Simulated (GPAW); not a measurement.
# HPbNO4 in GPAW: the effect of functional

HPbNO4:

```
H Pb N O
1.0
     4.27531   -0.00040    0.00636
    -2.08399    5.20775   -0.04907
    -2.12377   -1.86574    4.91491
H Pb N O
1 1 1 4
Direct
  0.99073 0.03330 0.90994
  0.50274 0.81989 0.14287
  0.00838 0.47408 0.50265
  0.99816 0.92741 0.02877
  0.19467 0.73435 0.60852
  0.81673 0.35882 0.24556
  0.01381 0.33121 0.65217
```

The cell was built by a generator and needn't be a form met in nature.

Alike in all runs:

```yaml
Program: GPAW 26.7.0
Task: band structure
Cutoff: 800 eV
Basis: pw
k_mesh: 6 × 4 × 4
Occupations: fermi-dirac, width 0.05 eV
Spin: no spin polarisation
```

| functional | potentials or basis | gap on the mesh (eV) | pressure (GPa) | largest force (eV/Å) |
| --- | --- | --- | --- | --- |
| LDA | the program's PAW data sets (release 1.2.1) made for this functional | 2.80 | -5.5 | 0.88 |
| PBE | GPAW PAW data sets (gpaw-data 1.2.1) | ? | ? | ? |
| PBEsol | PAW data sets generated in the run's folder for this functional | 2.87 | -2.8 | 0.41 |

Task: What does the run with functional PBE give?

Result: gap on the mesh 2.86 eV; pressure -0.3 GPa; largest force 0.12 eV/Å.

Caveats: spin-orbit coupling is left out, which as a rule narrows the gap of such compounds by several tenths of an eV.

A k mesh can miss the band edges.
